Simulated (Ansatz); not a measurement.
Write a Python script for the Python package of Ansatz (0.2.0) that makes a ranking of polymorphs by energy of 2 structures of IrRu. Settings (first run): r2SCAN, PAW, cutoff 550 eV, 19×19×19 k-points, Fermi-Dirac smearing of 0.05 eV.

`polymorphs_irru.py`
```python
'''Polymorphs of IrRu, after relaxing cells and atoms.'''

import csv

import ansatz as az
import numpy as np

PHASES = {
    'R-3m': (
        [[1.34814, 0.77835, 4.42578], [-1.34814, 0.77835, 4.42578], [0.0, -1.5567, 4.42578]],
        [
            ('Ru', [0.5, 0.5, 0.5]),
            ('Ir', [0.0, 0.0, 0.0]),
        ],
    ),
    'P-6m2': (
        [[2.72491, 0.0, 0.0], [-1.36246, 2.35984, 0.0], [0.0, 0.0, 4.3307]],
        [
            ('Ru', [2 / 3, 1 / 3, 0.0]),
            ('Ir', [0.0, 0.0, 0.5]),
        ],
    ),
}


def build(vectors, sites):
    crystal = az.Crystal(lattice=az.Lattice.of(vectors))
    for symbol, position in sites:
        crystal = crystal.atom(symbol, position)
    return crystal


def ground_state(name, crystal):
    calc = crystal.calculation()
    calc = calc.functional('r2scan')
    calc = calc.basis(550)
    calc = calc.kpoints(spacing=0.15).occupations('fermi_dirac', width=0.05)
    calc = calc.stress()
    calc = calc.band_table()
    calc = calc.relax(force_tolerance=0.03, max_steps=40, cell=True)
    return calc.run()


def pressure_gpa(outcome):
    return float(np.trace(outcome.report['stress_gpa']) / 3)


def volume_per_atom(outcome):
    return abs(np.linalg.det(outcome.lattice.cell_ang)) / len(outcome.lattice.sites)

phases = {name: build(*cell) for name, cell in PHASES.items()}

done = {name: ground_state(name, crystal) for name, crystal in phases.items()}

energy = {name: o.report['energy_sigma0_ev'] / len(o.lattice.sites) for name, o in done.items()}
lowest = min(energy.values())
rows = [(name, len(o.lattice.sites), 1000 * (energy[name] - lowest), pressure_gpa(o), volume_per_atom(o)) for name, o in done.items()]
rows.sort(key=lambda row: row[2])
with open('polymorphs.csv', 'w', newline='') as handle:
    writer = csv.writer(handle)
    writer.writerow(['phase', 'atoms', 'dE (meV/atom)', 'P (GPa)', 'V (A^3/atom)'])
    writer.writerows([round(v, 4) if isinstance(v, float) else v for v in row] for row in rows)
print(open('polymorphs.csv').read())
print('lowest in energy:', rows[0][0])
```

`python polymorphs_irru.py` gives:
```text
phase,atoms,dE (meV/atom),P (GPa),V (A^3/atom)
P-6m2,2,0.0,-0.0214,13.8549
R-3m,2,18.9758,-0.0326,13.8596

lowest in energy: P-6m2
```

By space group at the end of each run: P-6m2 (+0 meV an atom, 13.9 Å³) and R-3m (+19 meV an atom, 13.9 Å³).

Caveats:
- Pressure is positive in compression.
- Spin-orbit coupling, which matters for elements this heavy, is left out.
- The cells come from databases of deposited and of computed structures, and not all need be stable phases.
- The ranking holds among these structures alone, at zero temperature; the ground state may be another structure. Differences under 10 to 15 meV an atom lie within the error of mesh and functional.
- The whole script took 6.2 min on 1 thread of Arm Neoverse V2, on a shared host, peak memory 0.91 GiB.
